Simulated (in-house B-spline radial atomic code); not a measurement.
**W²²⁺: excited configurations in jj coupling**

Aim: the energies of several excited configurations of W²²⁺ above a reference configuration, each from its own self-consistent run.

Method: Dirac-Hartree-Fock, average of configuration, Fermi nucleus, basis-set limit. Code: in-house B-spline radial atomic code version 1.

**1. The system**

| Quantity | Value |
| --- | --- |
| element | tungsten (Z = 74) |
| charge | +22 |
| electrons | 52 |
| configuration | 1s2 2s2 2p6 3s2 3p6 3d10 4s2 4p6 4d10 4f-6 |
| Hamiltonian | Dirac-Coulomb |
| nucleus | Fermi, rms radius 5.366 fm |

In configurations, a minus sign after the shell means j = l − 1/2 and a plus sign j = l + 1/2; the count of electrons follows.

The run's settings:

```ini
Z = 74
electrons = 52.0
configuration = 1s2 2s2 2p6 3s2 3p6 3d10 4s2 4p6 4d10 4f-6
hamiltonian = dirac
method = hf
spin_polarised = False
nucleus = fermi
rms_radius = 5.3658
mass_number = 184
atomic_mass = 183.95093318
speed_of_light = 137.035999084
```

The reference is known from an earlier run: -15959.698769 hartree in all. Up to eight levels, counted from the top:

```csv
orbital,occupation,energy (eV),<r> (bohr)
3d3/2,4,-2555.19,0.1796
3d5/2,6,-2482.86,0.1834
4s1/2,2,-1222.10,0.4371
4p1/2,2,-1121.21,0.4393
4p3/2,4,-1037.89,0.4660
4d3/2,4,-873.41,0.4686
4d5/2,6,-843.11,0.4789
4f5/2,6,-641.41,0.4723
```

**2. Configuration 1s2 2s2 2p6 3s2 3p6 3d10 4s2 4p6 4d-4 4d+5 4f-3 4f+4**

The settings differ from step 1 so:

```diff
@@ -2,3 +2,3 @@
 electrons = 52.0
-configuration = 1s2 2s2 2p6 3s2 3p6 3d10 4s2 4p6 4d10 4f-6
+configuration = 1s2 2s2 2p6 3s2 3p6 3d10 4s2 4p6 4d-4 4d+5 4f-3 4f+4
 hamiltonian = dirac
```

Results of the run (chosen fields of its result record, rounded):

```text
{
  "status": "converged",
  "iterations": 9,
  "energy [hartree]": {"total": -15951.1161169, "kinetic": 17982.1659117, "nuclear": -38609.9845747, "coulomb": 4966.48814465, "exact_exchange": -289.785598481},
  "breit [hartree]": {"gaunt": 19.15391, "retardation": -2.025259, "frequency_dependence": -0.3334845},
  "qed [hartree]": {"self_energy": 13.9964, "uehling": -2.627002, "wichmann_kroll": 0.1043192},
  "recoil [hartree]": 0.02964711,
  "total_with_corrections [hartree]": -15922.8175866,
  "orbitals [hartree, bohr; first row names the columns]": [
    ["name", "occ", "eps", "<r>"],
    ["1s1/2", 2.0, -2594.8279, 0.018346],
    ["2s1/2", 2.0, -472.32328, 0.076898],
    ["2p1/2", 2.0, -451.76754, 0.063734],
    ["2p3/2", 4.0, -401.93187, 0.071647],
    ["3s1/2", 2.0, -128.99938, 0.19979],
    ["3p1/2", 2.0, -119.89353, 0.19009],
    ["3p3/2", 4.0, -108.91132, 0.20447],
    ["3d3/2", 4.0, -93.823898, 0.17915],
    ["3d5/2", 6.0, -91.429779, 0.18385],
    ["4s1/2", 2.0, -44.888238, 0.43705],
    ["4p1/2", 2.0, -41.046439, 0.43942],
    ["4p3/2", 4.0, -38.160163, 0.46589],
    ["4d3/2", 4.0, -31.808546, 0.46942],
    ["4d5/2", 5.0, -31.246919, 0.47773],
    ["4f5/2", 3.0, -23.470848, 0.47318],
    ["4f7/2", 4.0, -23.287995, 0.47713]
  ],
  "sum_r [bohr^k]": {"-1": 521.7861, "1": 15.23271, "2": 6.80942},
  "energy_minus_base [hartree]": 8.58265198,
  "energy_minus_base_with_corrections [hartree]": 8.54299792
}
```

Wall time 0.69 s (1 thread, shared host).

energy_minus_base is the energy less that of the reference run.

**3. 1s2 2s2 2p6 3s2 3p6 3d10 4s2 4p6 4d10 4f-5 5s1**

The settings differ from step 2 so:

```diff
@@ -2,3 +2,3 @@
 electrons = 52.0
-configuration = 1s2 2s2 2p6 3s2 3p6 3d10 4s2 4p6 4d-4 4d+5 4f-3 4f+4
+configuration = 1s2 2s2 2p6 3s2 3p6 3d10 4s2 4p6 4d10 4f-5 5s1
 hamiltonian = dirac
```

Results of the run:

```text
{
  "status": "converged",
  "iterations": 9,
  "energy [hartree]": {"total": -15957.1430774, "kinetic": 17992.4021924, "nuclear": -38600.9677967, "coulomb": 4944.1528374, "exact_exchange": -292.73031056},
  "breit [hartree]": {"gaunt": 19.21085, "retardation": -2.030359, "frequency_dependence": -0.3334544},
  "qed [hartree]": {"self_energy": 14.0116, "uehling": -2.629695, "wichmann_kroll": 0.104423},
  "recoil [hartree]": 0.02969971,
  "total_with_corrections [hartree]": -15928.7800137,
  "orbitals [hartree, bohr; first row names the columns]": [
    ["name", "occ", "eps", "<r>"],
    ["1s1/2", 2.0, -2595.0393, 0.018346],
    ["2s1/2", 2.0, -472.70473, 0.076912],
    ["2p1/2", 2.0, -452.08984, 0.06375],
    ["2p3/2", 4.0, -402.29906, 0.071667],
    ["3s1/2", 2.0, -129.64429, 0.19981],
    ["3p1/2", 2.0, -120.58966, 0.19025],
    ["3p3/2", 4.0, -109.48762, 0.20445],
    ["3d3/2", 4.0, -94.544084, 0.17951],
    ["3d5/2", 6.0, -91.93128, 0.18341],
    ["4s1/2", 2.0, -45.449344, 0.43537],
    ["4p1/2", 2.0, -41.677657, 0.43758],
    ["4p3/2", 4.0, -38.630628, 0.46402],
    ["4d3/2", 4.0, -32.489563, 0.46601],
    ["4d5/2", 6.0, -31.460941, 0.47589],
    ["4f5/2", 5.0, -24.049712, 0.46692],
    ["5s1/2", 1.0, -20.925123, 0.84481]
  ],
  "sum_r [bohr^k]": {"-1": 521.6643, "1": 15.52182, "2": 7.248672},
  "energy_minus_base [hartree]": 2.55569144,
  "energy_minus_base_with_corrections [hartree]": 2.58057085
}
```

Run time: 0.63 s. Hardware: 1 thread, shared host.

**4. Run with 1s2 2s2 2p6 3s2 3p6 3d10 4s2 4p6 4d10 4f-4 4f+1 5f-1**

The settings differ from step 3 so:

```diff
@@ -2,3 +2,3 @@
 electrons = 52.0
-configuration = 1s2 2s2 2p6 3s2 3p6 3d10 4s2 4p6 4d10 4f-5 5s1
+configuration = 1s2 2s2 2p6 3s2 3p6 3d10 4s2 4p6 4d10 4f-4 4f+1 5f-1
 hamiltonian = dirac
```

Results of the run:

```text
{
  "status": "converged",
  "iterations": 9,
  "energy [hartree]": {"total": -15949.1897946, "kinetic": 17981.3176711, "nuclear": -38571.8354921, "coulomb": 4932.14238853, "exact_exchange": -290.81436209},
  "breit [hartree]": {"gaunt": 19.18819, "retardation": -2.028871, "frequency_dependence": -0.3337164},
  "qed [hartree]": {"self_energy": 13.99706, "uehling": -2.62703, "wichmann_kroll": 0.1043204},
  "recoil [hartree]": 0.02967428,
  "total_with_corrections [hartree]": -15920.8601607,
  "orbitals [hartree, bohr; first row names the columns]": [
    ["name", "occ", "eps", "<r>"],
    ["1s1/2", 2.0, -2595.3469, 0.018346],
    ["2s1/2", 2.0, -472.94076, 0.076911],
    ["2p1/2", 2.0, -452.34573, 0.063746],
    ["2p3/2", 4.0, -402.54947, 0.071663],
    ["3s1/2", 2.0, -129.82492, 0.19982],
    ["3p1/2", 2.0, -120.76142, 0.1902],
    ["3p3/2", 4.0, -109.6973, 0.20445],
    ["3d3/2", 4.0, -94.704213, 0.17939],
    ["3d5/2", 6.0, -92.166188, 0.18345],
    ["4s1/2", 2.0, -45.598929, 0.43545],
    ["4p1/2", 2.0, -41.800551, 0.43744],
    ["4p3/2", 4.0, -38.826597, 0.4636],
    ["4d3/2", 4.0, -32.570865, 0.46586],
    ["4d5/2", 6.0, -31.701232, 0.47515],
    ["4f5/2", 4.0, -24.210723, 0.46562],
    ["4f7/2", 1.0, -23.963891, 0.47089],
    ["5f5/2", 1.0, -13.218287, 1.0548]
  ],
  "sum_r [bohr^k]": {"-1": 521.2705, "1": 15.72348, "2": 7.701701},
  "energy_minus_base [hartree]": 10.5089743,
  "energy_minus_base_with_corrections [hartree]": 10.5004238
}
```

Wall time 0.81 s (1 thread, shared host).

Radial density 4πr²n(r) and radial functions P(r) = rR(r):

```csv
r (bohr),4πr²n,4f7/2,5f5/2
0.00167,16.85,0.0000,0.0000
0.00251,29.56,0.0000,0.0000
0.00376,48.52,0.0000,0.0000
0.00564,72.78,0.0000,0.0000
0.00846,95.60,0.0001,0.0000
0.0127,105.0,0.0002,0.0002
0.0190,96.99,0.0010,0.0007
0.0285,95.11,0.0044,0.0030
0.0428,122.6,0.0176,0.0117
0.0642,132.7,0.0628,0.0407
0.0963,106.4,0.1948,0.1231
0.144,122.3,0.4966,0.3036
0.216,90.01,0.9983,0.5710
0.325,58.77,1.4647,0.6922
0.487,58.26,1.4223,0.2568
0.730,13.75,0.8090,-0.6917
1.09,1.776,0.2150,-1.1351
1.64,0.2660,0.0166,-0.5143
2.46,0.002671,0.0002,-0.0517
3.69,3.656e-07,0.0000,-0.0006
```

Clear maxima of the radial density (full grid of the record): 0.013, 0.052, 0.14, 0.40 bohr.

**5. Run with 1s2 2s2 2p6 3s2 3p6 3d10 4s2 4p6 4d-3 4d+6 4f-5 4f+1 7g+1**

The settings differ from step 4 so:

```diff
@@ -2,3 +2,3 @@
 electrons = 52.0
-configuration = 1s2 2s2 2p6 3s2 3p6 3d10 4s2 4p6 4d10 4f-4 4f+1 5f-1
+configuration = 1s2 2s2 2p6 3s2 3p6 3d10 4s2 4p6 4d-3 4d+6 4f-5 4f+1 7g+1
 hamiltonian = dirac
```

Results of the run:

```text
{
  "status": "converged",
  "iterations": 9,
  "energy [hartree]": {"total": -15933.0980803, "kinetic": 17964.2358874, "nuclear": -38507.1805505, "coulomb": 4899.38901066, "exact_exchange": -289.542427918},
  "breit [hartree]": {"gaunt": 19.15992, "retardation": -2.024996, "frequency_dependence": -0.3339548},
  "qed [hartree]": {"self_energy": 13.99844, "uehling": -2.627221, "wichmann_kroll": 0.1043279},
  "recoil [hartree]": 0.02966918,
  "total_with_corrections [hartree]": -15904.7918938,
  "orbitals [hartree, bohr; first row names the columns]": [
    ["name", "occ", "eps", "<r>"],
    ["1s1/2", 2.0, -2596.2291, 0.018346],
    ["2s1/2", 2.0, -473.75541, 0.0769],
    ["2p1/2", 2.0, -453.15506, 0.063733],
    ["2p3/2", 4.0, -403.38373, 0.071651],
    ["3s1/2", 2.0, -130.44604, 0.19974],
    ["3p1/2", 2.0, -121.40017, 0.19011],
    ["3p3/2", 4.0, -110.31516, 0.20434],
    ["3d3/2", 4.0, -95.339643, 0.17961],
    ["3d5/2", 6.0, -92.812982, 0.1833],
    ["4s1/2", 2.0, -46.099031, 0.43518],
    ["4p1/2", 2.0, -42.218397, 0.43716],
    ["4p3/2", 4.0, -39.340509, 0.46322],
    ["4d3/2", 3.0, -33.174024, 0.46475],
    ["4d5/2", 6.0, -32.235044, 0.4745],
    ["4f5/2", 5.0, -24.649068, 0.46537],
    ["4f7/2", 1.0, -24.49192, 0.46996],
    ["7g9/2", 1.0, -5.5814757, 2.6307]
  ],
  "sum_r [bohr^k]": {"-1": 520.3968, "1": 17.28622, "2": 14.32021},
  "energy_minus_base [hartree]": 26.6006885,
  "energy_minus_base_with_corrections [hartree]": 26.5686907
}
```

It took 1.1 s on 1 thread, shared host.

**6. Configuration 1s2 2s2 2p6 3s2 3p6 3d10 4s2 4p6 4d10 4f+5 7f-1**

The settings differ from step 5 so:

```diff
@@ -2,3 +2,3 @@
 electrons = 52.0
-configuration = 1s2 2s2 2p6 3s2 3p6 3d10 4s2 4p6 4d-3 4d+6 4f-5 4f+1 7g+1
+configuration = 1s2 2s2 2p6 3s2 3p6 3d10 4s2 4p6 4d10 4f+5 7f-1
 hamiltonian = dirac
```

Results of the run:

```text
{
  "status": "converged",
  "iterations": 9,
  "energy [hartree]": {"total": -15941.7890116, "kinetic": 17973.0978095, "nuclear": -38526.3392035, "coulomb": 4902.55308796, "exact_exchange": -291.100705541},
  "breit [hartree]": {"gaunt": 19.16695, "retardation": -2.028775, "frequency_dependence": -0.3339285},
  "qed [hartree]": {"self_energy": 13.99939, "uehling": -2.627093, "wichmann_kroll": 0.1043229},
  "recoil [hartree]": 0.02967043,
  "total_with_corrections [hartree]": -15913.4784674,
  "orbitals [hartree, bohr; first row names the columns]": [
    ["name", "occ", "eps", "<r>"],
    ["1s1/2", 2.0, -2595.9652, 0.018346],
    ["2s1/2", 2.0, -473.57098, 0.076912],
    ["2p1/2", 2.0, -452.96991, 0.063745],
    ["2p3/2", 4.0, -403.18168, 0.071666],
    ["3s1/2", 2.0, -130.4475, 0.19979],
    ["3p1/2", 2.0, -121.25857, 0.19],
    ["3p3/2", 4.0, -110.38976, 0.20451],
    ["3d3/2", 4.0, -95.10613, 0.1789],
    ["3d5/2", 6.0, -92.943518, 0.18372],
    ["4s1/2", 2.0, -46.147719, 0.43505],
    ["4p1/2", 2.0, -42.132904, 0.43721],
    ["4p3/2", 4.0, -39.466753, 0.46284],
    ["4d3/2", 4.0, -32.706586, 0.46626],
    ["4d5/2", 6.0, -32.501363, 0.47342],
    ["4f7/2", 5.0, -24.604357, 0.46858],
    ["7f5/2", 1.0, -6.2562857, 2.4999]
  ],
  "sum_r [bohr^k]": {"-1": 520.6557, "1": 17.16456, "2": 13.5053},
  "energy_minus_base [hartree]": 17.9097573,
  "energy_minus_base_with_corrections [hartree]": 17.8821171
}
```

Run time: 0.88 s. Hardware: 1 thread, shared host.

**7. 1s2 2s2 2p6 3s2 3p6 3d10 4s2 4p6 4d10 4f-2 4f+4**

The settings differ from step 6 so:

```diff
@@ -2,3 +2,3 @@
 electrons = 52.0
-configuration = 1s2 2s2 2p6 3s2 3p6 3d10 4s2 4p6 4d10 4f+5 7f-1
+configuration = 1s2 2s2 2p6 3s2 3p6 3d10 4s2 4p6 4d10 4f-2 4f+4
 hamiltonian = dirac
```

Results of the run:

```text
{
  "status": "converged",
  "iterations": 9,
  "energy [hartree]": {"total": -15958.9224505, "kinetic": 17989.9313792, "nuclear": -38627.0255711, "coulomb": 4969.64156997, "exact_exchange": -291.469828585},
  "breit [hartree]": {"gaunt": 19.1702, "retardation": -2.028621, "frequency_dependence": -0.3336655},
  "qed [hartree]": {"self_energy": 13.99699, "uehling": -2.626882, "wichmann_kroll": 0.1043145},
  "recoil [hartree]": 0.02965826,
  "total_with_corrections [hartree]": -15930.6104533,
  "orbitals [hartree, bohr; first row names the columns]": [
    ["name", "occ", "eps", "<r>"],
    ["1s1/2", 2.0, -2594.5927, 0.018346],
    ["2s1/2", 2.0, -472.15404, 0.076908],
    ["2p1/2", 2.0, -451.5639, 0.063742],
    ["2p3/2", 4.0, -401.76692, 0.071661],
    ["3s1/2", 2.0, -129.00221, 0.19985],
    ["3p1/2", 2.0, -119.86266, 0.19012],
    ["3p3/2", 4.0, -108.92423, 0.20456],
    ["3d3/2", 4.0, -93.752128, 0.17916],
    ["3d5/2", 6.0, -91.448473, 0.1837],
    ["4s1/2", 2.0, -44.938774, 0.43695],
    ["4p1/2", 2.0, -41.018748, 0.43935],
    ["4p3/2", 4.0, -38.26549, 0.46561],
    ["4d3/2", 4.0, -31.723666, 0.46955],
    ["4d5/2", 6.0, -31.268424, 0.47776],
    ["4f5/2", 2.0, -23.465841, 0.47282],
    ["4f7/2", 4.0, -23.380473, 0.47642]
  ],
  "sum_r [bohr^k]": {"-1": 522.0164, "1": 15.23273, "2": 6.805428},
  "energy_minus_base [hartree]": 0.776318365,
  "energy_minus_base_with_corrections [hartree]": 0.75013125
}
```

Wall time 0.65 s (1 thread, shared host).

**8. The excitation energies**

| net move | configuration | energy above the reference (eV) | with Breit, QED, recoil (eV) | largest <r> (bohr) |
| --- | --- | --- | --- | --- |
| 4×4f5/2 → 4×4f7/2 | 1s2 2s2 2p6 3s2 3p6 3d10 4s2 4p6 4d10 4f-2 4f+4 | 21.125 | 20.412 | 0.478 |
| 4f5/2 → 5s | 1s2 2s2 2p6 3s2 3p6 3d10 4s2 4p6 4d10 4f-5 5s1 | 69.544 | 70.221 | 0.845 |
| 4d5/2, 3×4f5/2 → 4×4f7/2 | 1s2 2s2 2p6 3s2 3p6 3d10 4s2 4p6 4d-4 4d+5 4f-3 4f+4 | 233.55 | 232.47 | 0.478 |
| 2×4f5/2 → 4f7/2, 5f5/2 | 1s2 2s2 2p6 3s2 3p6 3d10 4s2 4p6 4d10 4f-4 4f+1 5f-1 | 285.96 | 285.73 | 1.05 |
| 6×4f5/2 → 5×4f7/2, 7f5/2 | 1s2 2s2 2p6 3s2 3p6 3d10 4s2 4p6 4d10 4f+5 7f-1 | 487.35 | 486.60 | 2.50 |
| 4d3/2, 4f5/2 → 4f7/2, 7g9/2 | 1s2 2s2 2p6 3s2 3p6 3d10 4s2 4p6 4d-3 4d+6 4f-5 4f+1 7g+1 | 723.84 | 722.97 | 2.63 |

At the bottom stands 4×4f5/2 → 4×4f7/2 (21.125 eV), at the top 4d3/2, 4f5/2 → 4f7/2, 7g9/2 (723.84 eV). 1 of them lies more than 2 % above the ionisation threshold that Koopmans' theorem gives (641.41 eV), where such states can decay by emitting an electron. Two partly filled shells share a symmetry and can mix in the average, which may lower the energy, for: 2×4f5/2 → 4f7/2, 5f5/2. These are averages over configurations, without correlation, not spectroscopic levels.
